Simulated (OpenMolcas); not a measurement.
# AlIF2 (SMILES [F][Al]([F])[I]) at 5 levels

We compute a comparison of 5 runs (HF/def2-SVP, HF/6-311G**, SOS-MP2/ANO-R2, CISD/ANO-R1, CCSD/def2-SVP) of AlIF2. 

The results are computed with OpenMolcas 26.06.

1 further run of the same task is left out (set aside as unsound or not needed).

**1. The molecule**

AlIF2: 4 atoms, total charge 0, spin state singlet. SMILES: `[F][Al]([F])[I]`. The shape is that of a PBE0-D4/def2-TZVP optimisation.

Bond lengths: F1–Al2 1.633 Å, Al2–F3 1.633 Å, Al2–I4 2.429 Å. Angles: F1–Al2–F3 118.5°, F1–Al2–I4 120.8°, F3–Al2–I4 120.8°.

**2. Energy and gradient at HF/def2-SVP (core potential) (run 1)**

The input, calc.inp:

```
* AlF2I Hartree-Fock
&GATEWAY
BasLib=$CurrDir
Coord
4
angstrom
F        1.129300       0.622700       1.165200
Al       0.143500      -0.114200       0.091500
F        0.299600      -1.724600      -0.131700
I       -1.516900       1.155900      -1.145300
Basis=def2-SVP
Group=NoSym
&SEWARD
&SCF
Thresholds=1e-10 1e-07 1e-07 1e-05
PrOrbitals=0
&ALASKA
```

The basis set def2-SVP is read from a file made from the Basis Set Exchange's data (not shown).

On the command line:

```bash
export MOLCAS_MEM=1860
pymolcas calc.inp > calc.log
```

Standard output:

```text
--- Start Module: gateway ---
[...]
--- Stop Module: gateway /rc=_RC_ALL_IS_WELL_ ---
[...]
      Basis functions           72
[...]
--- Start Module: scf ---
[...]
       Convergence after  12 Iterations
[...]
::    Total SCF energy                               -737.4249695794
[...]
      Total spin, S                                     0.0000000000
[...]
      Total electronic charge=   56.000000
      Total            charge=   -0.000000
[...]
      Dipole Moment (debye):
      Origin of the operator (angstrom)=   -0.8416    0.6393   -0.6423
                   X= -5.6503E-01               Y=  4.3220E-01               Z= -4.2068E-01           Total=  8.2646E-01
      Quadrupole Moment (debye*angstrom):
[...]
--- Stop Module: scf /rc=_RC_ALL_IS_WELL_ ---
[...]
--- Start Module: alaska ---
[...]
 *              Molecular gradients               *
 **************************************************
  Irreducible representation: a
 ------------------------------------------------------------------------------------------
                              X                       Y                       Z
 ------------------------------------------------------------------------------------------
  F1               -1.05528119888199E-03   -1.88182791838187E-06   -9.71176721565215E-04
  AL2               5.03241606941707E-05   -5.31344340823914E-05    3.66568968233061E-05
  F3               -6.08423044275330E-04    1.29067447153375E-03   -2.66239874921581E-04
  I4                1.61338008249956E-03   -1.23565820954319E-03    1.20075969964795E-03
 ------------------------------------------------------------------------------------------
--- Stop Module: alaska /rc=_RC_ALL_IS_WELL_ ---
[...]
```

It took 4.5 s on 1 thread of Arm Neoverse V2, shared host; peak memory 0.42 GiB.

**3. Energy and gradient at HF/6-311G(d,p) (run 2)**

The input, mol.inp:

```
>>> EXPORT MOLCAS_PRINT=2

&gateway
 baslib=$CurrDir
 coord
 4
 angstrom
 F        1.129300       0.622700       1.165200
 Al       0.143500      -0.114200       0.091500
 F        0.299600      -1.724600      -0.131700
 I       -1.516900       1.155900      -1.145300
 basis=6-311Gss
 group=NoSym

&seward

&scf
 thresholds=1e-10 1e-07 1e-07 1e-05
 prorbitals=1 1

&alaska
```

The basis set 6-311G** is read from a file made from the Basis Set Exchange's data (not shown).

On the command line:

```bash
export MOLCAS_MEM=1860
pymolcas mol.inp > mol.log
```

Standard output:

```text
--- Start Module: gateway ---
[...]
--- Stop Module: gateway /rc=_RC_ALL_IS_WELL_ ---
[...]
      Basis functions          124
[...]
--- Start Module: scf ---
[...]
       Convergence after  14 Iterations
[...]
::    Total SCF energy                              -7357.8839876862
[...]
      Total spin, S                                     0.0000000000
[...]
      Total electronic charge=   84.000000
      Total            charge=   -0.000000
[...]
      Dipole Moment (debye):
      Origin of the operator (angstrom)=   -0.8416    0.6393   -0.6423
                   X= -5.8378E-01               Y=  4.4654E-01               Z= -4.3465E-01           Total=  8.5389E-01
      Quadrupole Moment (debye*angstrom):
[...]
--- Stop Module: scf /rc=_RC_ALL_IS_WELL_ ---
[...]
--- Start Module: alaska ---
[...]
 *              Molecular gradients               *
 **************************************************
  Irreducible representation: a
 ------------------------------------------------------------------------------------------
                              X                       Y                       Z
 ------------------------------------------------------------------------------------------
  F1               -1.03005049546923E-03   -2.74966693902812E-05   -9.53791919911851E-04
  AL2              -2.81837408491370E-03    2.14153408304618E-03   -2.10019154877905E-03
  F3               -5.79542362940444E-04    1.27452803335615E-03   -2.43345091374136E-04
  I4                4.42796694330383E-03   -3.38856544704313E-03    3.29732856009457E-03
 ------------------------------------------------------------------------------------------
--- Stop Module: alaska /rc=_RC_ALL_IS_WELL_ ---
[...]
```

Wall time 19 s (1 thread of Arm Neoverse V2, shared host); peak memory 0.81 GiB.

Runs 3 to 4 aren't shown in full; the table further down has their settings and results.

**4. A single-point energy at CCSD/def2-SVP (core potential) (run 5)**

The input, struct.xyz:

```xyz
4

F      1.129300     0.622700     1.165200
Al     0.143500    -0.114200     0.091500
F      0.299600    -1.724600    -0.131700
I     -1.516900     1.155900    -1.145300
```

The input, job.input:

```
&GATEWAY
BasLib = $CurrDir
Coord = struct.xyz
Basis = def2-SVP
Group = NoSym
&SEWARD
&SCF
Thresholds = 1e-10 1e-07 1e-07 1e-05
PrOrbitals = 1 2
&RASSCF
FileOrb = $Project.ScfOrb
Spin = 1
Nactel = 0 0 0
Inactive = 28
Ras2 = 0
OutOrbitals = Canonical
OrbListing = Nothing
&MOTRA
JobIph
Frozen = 11
&CCSDT
CCSD
Iterations = 80
Accuracy = 1e-08
Extrapolation = 5 4
```

The basis set def2-SVP is read from a file made from the Basis Set Exchange's data (not shown).

On the command line:

```bash
export MOLCAS_MEM=1860
pymolcas job.input > job.log
```

Standard output:

```text
--- Start Module: gateway ---
[...]
--- Stop Module: gateway /rc=_RC_ALL_IS_WELL_ ---
[...]
      Basis functions           72
[...]
       Convergence after  12 Iterations
[...]
::    Total SCF energy                               -737.4249695794
[...]
      Total spin, S                                     0.0000000000
[...]
      Number of active orbitals                  0
[...]
      Spin quantum number                      0.0
[...]
      Active orbitals                            0
[...]
      Number of CSFs                             1
[...]
      Number of root(s) required                 1
[...]
      Convergence after  4 iterations
[...]
      Natural orbitals and occupation numbers for root  1
      ************************************************************************************************************************
      *                                                    Final results                                                     *
      ************************************************************************************************************************
[...]
::    RASSCF root number  1 Total energy:   -737.42496958
[...]
      Total electronic charge=   56.000000
      Total            charge=   -0.000000
[...]
      Dipole Moment (debye):
      Origin of the operator (angstrom)=   -0.8416    0.6393   -0.6423
                   X= -5.6503E-01               Y=  4.3220E-01               Z= -4.2068E-01           Total=  8.2646E-01
      Quadrupole Moment (debye*angstrom):
[...]
--- Start Module: motra ---
[...]
      *** WARNING: Default frozen orbitals is overwritten by user input.
      *** Default values:   4
[...]
--- Stop Module: motra /rc=_RC_ALL_IS_WELL_ ---
--- Start Module: ccsdt ---
[...]
      Convergence after                    16  Iterations
      Total energy (diff) :    -737.98014472      -0.00000001
[...]
--- Stop Module: ccsdt /rc=_RC_ALL_IS_WELL_ ---
[...]
```

Run time: 21 s. Hardware: 1 thread of Arm Neoverse V2, shared host; peak memory 0.42 GiB.

**5. Overview of the runs**

```tsv
run	level	integral approximation	task	energy (Eh)	dipole moment (D) of the reference	HOMO energy (eV)	LUMO energy (eV)	wall time
1	HF/def2-SVP (core potential)	none	gradient	-737.424970	0.83	-10.90	1.58	4.5 s
2	HF/6-311G**	none	gradient	-7357.883988	0.85	-10.97	1.62	19 s
3	SOS-MP2/ANO-R2 (sfX2C, Cholesky decomposition)	CD medium	energy	-7555.557380	0.99	-10.93	0.75	1.7 min
4	CISD/ANO-R1 (DKH2)	none	energy	-7552.740845	1.00	-10.97	0.93	29 s
5	CCSD/def2-SVP (core potential)	none	energy	-737.980145	0.83	-10.90	1.58	21 s
```

**6. Summary of results**

| quantity | value |
| --- | --- |
| run 5: total energy | -737.98014 Eh |
| run 5: dipole moment (mean-field density) | 0.83 D |
| run 5: HOMO energy (Hartree–Fock orbitals) | -10.90 eV |
| run 5: LUMO energy (Hartree–Fock orbitals) | 1.58 eV |
| run 5: HOMO–LUMO gap (Hartree–Fock orbitals) | 12.49 eV |
| run 5: correlation energy (11 core orbitals frozen) | -555.2 mEh |

Some runs of one species differ in core potentials or relativity; totals across that change don't compare. In run 2 relativity is left out where basis or elements ask for it. All runs together took 3 min, the longest 1.7 min.
